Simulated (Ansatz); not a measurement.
# TiPt3: response to strain

Aim: deform TiPt3 (equal xy, yz and zx engineering shear strains of +1 %) and compute stress, forces and field gradients with LAPW, PAW and all-electron datasets made for the crystal.

Computed with Ansatz 0.2.0 (DFT PBEsol, scalar-relativistic, unless a step's input says otherwise).

## Step 1: The system as given

The structure is cubic, space group Pm-3m (No. 221). The conventional cell has a = 3.897 Å, b = 3.897 Å, c = 3.897 Å, α = 90.00°, β = 90.00°, γ = 90.00°. Ti (site symmetry m-3m) is surrounded by 12 Pt at 2.76 Å. Pt (site symmetry 4/mmm) has 8 Pt at 2.76 Å and 4 Ti at 2.76 Å as nearest neighbours.

Structure file:

```cif
data_structure
_symmetry_space_group_name_H-M 'Pm-3m'
_symmetry_Int_Tables_number 221
_cell_length_a 3.8970
_cell_length_b 3.8970
_cell_length_c 3.8970
_cell_angle_alpha 90.000
_cell_angle_beta 90.000
_cell_angle_gamma 90.000
_cell_volume 59.18
loop_
_atom_site_label
_atom_site_type_symbol
_atom_site_symmetry_multiplicity
_atom_site_Wyckoff_symbol
_atom_site_fract_x
_atom_site_fract_y
_atom_site_fract_z
_atom_site_occupancy
Ti1 Ti 1 a 0.00000 0.00000 0.00000 1
Pt1 Pt 3 c 0.00000 0.50000 0.50000 1
```

The file gives the conventional cell by its symmetry; the runs use the cell typed in the input.

Atoms are numbered in the order of the input: Ti1, Pt2, Pt3, Pt4.

## Step 2: The deformed structure

Space group Pm-3m before, R-3m after.

## Step 3: All-electron LAPW

The input, input.yaml:

```yaml
crystal:
  lattice:
    - [3.897, 0.019485, 0.019485]
    - [0.019485, 3.897, 0.019485]
    - [0.019485, 0.019485, 3.897]
  atoms:
    - { symbol: Ti, position: [0.0, 0.0, 0.0] }
    - { symbol: Pt, position: [0.0, 0.5, 0.5] }
    - { symbol: Pt, position: [0.5, 0.0, 0.5] }
    - { symbol: Pt, position: [0.5, 0.5, 0.0] }
kpoints:
  mp_grid: { grid: [9, 9, 9] }
  band_path:
    path:
      - [0.0, 0.0, 0.0]
      - [0.5, 0.5, 0.5]
      - [0.5098274679, 0.4901725321, 0.5]
      - [0.5, -0.4901725321, 0.4901725321]
      - [0.5, 0.0, 0.0]
      - [0.0, 0.0, 0.0]
      - [0.4950862661, -0.4950862661, 0.0]
      - [0.5049137339, 0.0, 0.4950862661]
      - [0.5, 0.0, 0.5]
    npoints: 5
scf:
  occupations: { method: fermi_dirac, width: 0.05 }
hamiltonian:
  xc: pbesol
  pseudopotentials: { kind: all_electron, lapw: { basis_error: 0.0005 } }
output:
  forces: true
  stress: true
  eigenvalues: true
```

On the command line:

```
$ ansatz run input.yaml --threads 1 --pin off --max-ram 4096MiB --backend cpu --events-out ev --progress --plain --runs-dir out
```

## Step 4: PAW with frozen cores

The input, input.yaml:

```yaml
crystal:
  lattice:
    - [3.897, 0.019485, 0.019485]
    - [0.019485, 3.897, 0.019485]
    - [0.019485, 0.019485, 3.897]
  atoms:
    - { symbol: Ti, position: [0.0, 0.0, 0.0] }
    - { symbol: Pt, position: [0.0, 0.5, 0.5] }
    - { symbol: Pt, position: [0.5, 0.0, 0.5] }
    - { symbol: Pt, position: [0.5, 0.5, 0.0] }
kpoints:
  mp_grid: { grid: [9, 9, 9] }
scf:
  occupations: { method: fermi_dirac, width: 0.05 }
hamiltonian:
  xc: pbesol
  pseudopotentials: { kind: paw }
output:
  forces: true
  stress: true
  eigenvalues: true
  efg: { contact_densities: true }
  write_density: true
  write_potential: true
  elf: true
  volumetric_format: npy
```

## Step 5: All-electron PAW on datasets made for the crystal

input.yaml, as its differences from that of step 4:

```diff
@@ -16,3 +16,3 @@
   xc: pbesol
-  pseudopotentials: { kind: paw }
+  pseudopotentials: { kind: all_electron, datasets: crystal }
 output:
@@ -22,5 +22 @@
   efg: { contact_densities: true }
-  write_density: true
-  write_potential: true
-  elf: true
-  volumetric_format: npy
```

(Steps that only read results are left out.)

What does the calculation give? Wanted: pressure; largest shear or deviatoric stress.

**Answer**, as computed:

| quantity | value |
| --- | --- |
| pressure | LAPW 0.60, PAW 0.62, crystal datasets 0.60 GPa |
| largest shear or deviatoric stress (LAPW) | 1.56 GPa |

What this shows: The largest part of the stress beyond the pressure is 1.56 GPa in size; the atoms are carried along and not relaxed. No run of the undeformed cell stands beside it, so the pressure holds what the given cell had before the change. PAW: stress within 0.02 GPa of LAPW. Crystal datasets: stress within 0.01 GPa of LAPW. Spin-orbit coupling is left out, though the cell holds Pt; in elements this heavy it can shift bands and gaps by tenths of an eV.
